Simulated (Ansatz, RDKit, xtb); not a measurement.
**C3H10GeSi: ranking a sample of isomers**

A sample of isomers of C3H10GeSi is drawn. Aim: find which of them has the lowest free energy at 298.15 K, then its properties. The sample is small against all isomers, and the most stable one of this formula need not be in it.

Plan: many cheap relaxations first (GFN2-xTB), then density-functional screening, relaxation at PBE-D3(BJ)/def2-SVP, vibrations (at GFN2-xTB) and a final energy. The numbers are computed, not measured.

**1. Possible bonding patterns**

Isomers were taken from a list of plausible structures; this is a sample, not all of them. That gives 4 candidates.

| label | SMILES | spin |
| --- | --- | --- |
| c265 | C=[CH][GeH2][SiH2]C | singlet |
| c371 | C=C[Si@@H](C)[GeH3] | singlet |
| c623 | C=C[SiH2][GeH2][CH3] | singlet |
| c691 | C=[CH][Ge@@H]([CH3])[SiH3] | singlet |

Candidates are built by distance geometry, with a force field where one applies, in up to four conformers (letters a to d).

Q: Predict the outcome of this search (final energies at CCSD(T)/def2-SVP + MP2/def2-TZVPP - MP2/def2-SVP).

| quantity | value |
| --- | --- |
| lowest structure found | C=C[Si@@H](C)[GeH3], singlet |
| next finalist | C=C[SiH2][GeH2][CH3], singlet, 2.5 kcal/mol higher in G |
| share at equilibrium, among the finalists | 97.5 % |

The lowest structure found is `C=C[Si@@H](C)[GeH3]`. The margin, 2.5 kcal/mol, is modest. HF/STO-3G, r2SCAN-D4/def2-SVP, PBE-D3(BJ)/def2-SVP, HF/def2-SVP and MP2/def2-SVP already put its bonding pattern lowest among the structures in one piece; GFN2-xTB favours the singlet C=[CH][Ge@@H]([CH3])[SiH3]. 2 minima inside the window were never screened. Lowest found is not proven lowest: the search is finite, and each finalist counts with one conformer. Only 4 drawn patterns were tried, so whole families of isomers are missing, and the result ranks this sample alone. The lowest isomer need not be the one that is made and kept in a bottle, which depends on barriers.
